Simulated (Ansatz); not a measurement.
## Os on several prototypes: a ranking of structure types by relaxed energy, step by step

Program: Ansatz 0.2.0, Python API.

The cells in order, each with its output:

**Cell 1**
```python
from dataclasses import dataclass
import csv
import warnings

import ansatz as az
import numpy as np
import spglib
```

**Cell 2**
```python
@dataclass
class Settings:
    functional: str = "pbesol"
    kspacing: float = 0.27
    filling: str = "gaussian"
    smearing_width: float = 0.05
```

**Cell 3**
```python
settings = Settings()
```

**Cell 4**
```python
def fcc(A, a):
    return (
        az.Lattice.fcc(a)
        .space_group(225)
        .atom(A, (0, 0, 0))
        .primitive()
    )
```

**Cell 5**
```python
def sc(a_site, a):
    return (
        az.Lattice.cubic(a)
        .space_group(221)
        .atom(a_site, (0, 0, 0))
    )


def hcp(a_site, a):
    return (
        az.Lattice.from_parameters(a, a, 1.633 * a, alpha=90, beta=90, gamma=120)
        .space_group(194)
        .atom(a_site, (1 / 3, 2 / 3, 0.25))
    )


def solve(name, crystal, relax=True):
    calc = (
        crystal.calculation()
        .functional(settings.functional)
        .basis(16 * az.Ha)
        .kpoints(spacing=settings.kspacing)  # sampling of the Brillouin zone
        .occupations(settings.filling, width=settings.smearing_width)  # the run then minimises F = E - TS
        .stress()  # positive in compression
        .band_table()  # levels at the mesh points
    )
    if relax:
        calc = calc.relax(force_tolerance=0.01, cell=True)
    return calc.run(threads=1)
```

**Cell 6**
```python
def bulk_modulus(name, outcome, step=0.01):
    # B = -V dP/dV from the pressures of two uniformly scaled cells, atoms held at their fractions
    pressure = []
    for factor in (1 - step, 1.0, 1 + step):
        cell = az.Crystal(lattice=az.Lattice.of(outcome.lattice.cell_ang * factor ** (1 / 3)))
        for site in outcome.report["lattice"]["sites"]:
            cell = cell.atom(site["symbol"], site["position_frac"])
        pressure.append(np.trace(solve(name, cell, relax=False).report["stress_gpa"]) / 3)
    slope, bend = (pressure[0] - pressure[2]) / (2 * step), abs(pressure[0] + pressure[2] - 2 * pressure[1])
    # a jump of mesh or basis between the cells shows as a kink: no modulus then
    return float(slope) if bend < 12 * step**2 * abs(slope) + 0.15 and abs(pressure[1]) < 1.5 else float("nan")
```

**Cell 7**
```python
def pressure_gpa(outcome):
    return float(np.trace(outcome.report["stress_gpa"]) / 3)
```

**Cell 8**
```python
def space_group(outcome):
    sites = outcome.report["lattice"]["sites"]
    kinds = sorted({site["symbol"] for site in sites})
    cell = (outcome.lattice.cell_ang, [site["position_frac"] for site in sites], [kinds.index(site["symbol"]) for site in sites])
    return spglib.get_spacegroup(cell, symprec=0.01)
```

**Cell 9**
```python
def volume_per_atom(outcome):
    return abs(np.linalg.det(outcome.lattice.cell_ang)) / len(outcome.lattice.sites)
```

**Cell 10**
```python
# starting lattice constants are rough guesses; the relaxation finds the rest
warnings.simplefilter("ignore", az.DeckWarning)
```

**Cell 11**
```python
phases = {}
phases["fcc"] = fcc("Os", 3.82)
phases["sc"] = sc("Os", 2.49)
phases["hcp"] = hcp("Os", 2.7)
```

**Cell 12**
```python
done = {}
for name, crystal in phases.items():
    done[name] = solve(name, crystal)
    print(f"{name}: {done[name].report['energy_sigma0_ev']:.4f} eV, {len(done[name].lattice.sites)} atoms")
```
Output:
```text
fcc: -11250.9148 eV, 1 atoms
sc: -11249.3973 eV, 1 atoms
hcp: -22502.1002 eV, 2 atoms
```

**Cell 13**
```python
energy = {name: o.report["energy_sigma0_ev"] / len(o.lattice.sites) for name, o in done.items()}
lowest = min(energy.values())
rows = [(name, len(o.lattice.sites), 1000 * (energy[name] - lowest), pressure_gpa(o), space_group(o), volume_per_atom(o), bulk_modulus(name, o)) for name, o in done.items()]
rows.sort(key=lambda row: row[2])
with open("prototypes.csv", "w", newline="") as handle:
    writer = csv.writer(handle)
    writer.writerow(["phase", "atoms", "dE (meV/atom)", "P (GPa)", "space group", "V (A^3/atom)", "B (GPa)"])
    writer.writerows([round(v, 4) if isinstance(v, float) else v for v in row] for row in rows)
print(open("prototypes.csv").read())
print("lowest in energy:", rows[0][0])
```
Output:
```text
phase,atoms,dE (meV/atom),P (GPa),space group,V (A^3/atom),B (GPa)
hcp,2,0.0,-0.0015,P6_3/mmc (194),13.8976,432.973
fcc,1,135.2668,-0.0009,Fm-3m (225),13.9469,425.9071
sc,1,1652.8114,-0.0235,Pm-3m (221),16.2008,298.0518

lowest in energy: hcp
```

By space group at the end of each run: P6_3/mmc (+0 meV an atom, 13.9 Å³), Fm-3m (+135 meV an atom, 13.9 Å³) and Pm-3m (+1653 meV an atom, 16.2 Å³).

Total energies depend on the potentials; only differences at equal settings carry meaning. Pressure is positive in compression. Spin-orbit coupling, which matters for elements this heavy, is left out. The cells are built on prototypes, so most aren't the phase found in nature. Rows bear the name of their start, and a relaxation keeps or raises the symmetry. Differences under about 40 meV an atom lie within the error of mesh and functional. Timing: 29 s on 1 thread of Arm Neoverse V1 (shared host), peak memory 0.4 GiB.

(Lines on the test bed's own set-up are left out of the output.)
